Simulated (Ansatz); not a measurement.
Working through a short molecular-dynamics run of CH₅B₂Cl, SMILES BCBCl

Computed with Ansatz 0.2.0 through its Python package.

Notebook, run cell by cell (the value of a cell's last expression is shown):

**Cell 1**
```python
import warnings

import ansatz
from ase import Atoms
import numpy as np

warnings.simplefilter('ignore', ansatz.DeckWarning)
```

**Cell 2**
```python
atoms = Atoms(['B', 'C', 'B', 'Cl', 'H', 'H', 'H', 'H', 'H'], positions=[
    [-0.6072, 1.1775, 0.0487],
    [0.027, -0.1026, 0.5932],
    [0.6398, -0.944, -0.6036],
    [0.1663, -2.6519, -0.9338],
    [-0.6619, 1.4683, -1.1364],
    [-1.1776, 1.9839, 0.7886],
    [0.8539, 0.1805, 1.3186],
    [-0.6951, -0.6929, 1.1114],
    [1.5433, -0.4651, -1.204],
])
system = ansatz.Crystal.molecule_from_ase(atoms)
```

**Cell 3**
```python
job = (
    system.calculation()
    .basis(gaussian='6-31G')
    .functional('BLYP')
    .md('nvt_nose_hoover', timestep=0.5, steps=20, temperature=800, initial_velocities='maxwell_boltzmann', seed=77, thermostat_time=20)
)
frames = []
job.session().plan().execute(on_event=lambda e: frames.append(e['data']) if e['event'] == 'md_step' else None)
print('t (fs)   E_pot (eV)      E_kin (eV)   T (K)   d(0-1) (A)')
for f in frames[::2]:
    xyz = np.array(f['positions_ang'])
    print(f'{f["time_fs"]:6.2f} {f["lagrangian_ev"]:14.5f} {f["e_kin_ev"]:10.5f} {f["temperature_k"]:8.1f} {np.linalg.norm(xyz[0] - xyz[1]):9.4f}')
kept = np.array([f['conserved_ev'] for f in frames])
print(f'conserved energy moves by at most {1000 * np.ptp(kept):.3f} meV')
```
Output:
```text
t (fs)   E_pot (eV)      E_kin (eV)   T (K)   d(0-1) (A)
  0.00   -14990.61839    0.72386    800.0    1.5288
  1.00   -14990.45198    0.56181    620.9    1.5367
  2.00   -14990.34756    0.46180    510.4    1.5459
  3.00   -14990.49105    0.60108    664.3    1.5552
  4.00   -14990.59858    0.70956    784.2    1.5645
  5.00   -14990.53039    0.64647    714.5    1.5739
  6.00   -14990.38336    0.50379    556.8    1.5836
  7.00   -14990.25333    0.37735    417.0    1.5936
  8.00   -14990.19555    0.32309    357.1    1.6039
  9.00   -14990.24046    0.37187    411.0    1.6143
 10.00   -14990.37868    0.51503    569.2    1.6247
conserved energy moves by at most 8.088 meV
```

Notes:
- These settings explore the input space; basis and method may be short of convergence.
- The trajectory is only some femtoseconds long, so its temperature is not equilibrated; where the script doesn't relax first, it starts from a rough generated geometry.
- The temperature counts the internal degrees of freedom alone.
- Hardware and time: 34 s on 1 thread of Arm Neoverse V2, on a shared host, peak memory 0.17 GiB.

(Lines on the test bed's own set-up are left out of the output.)
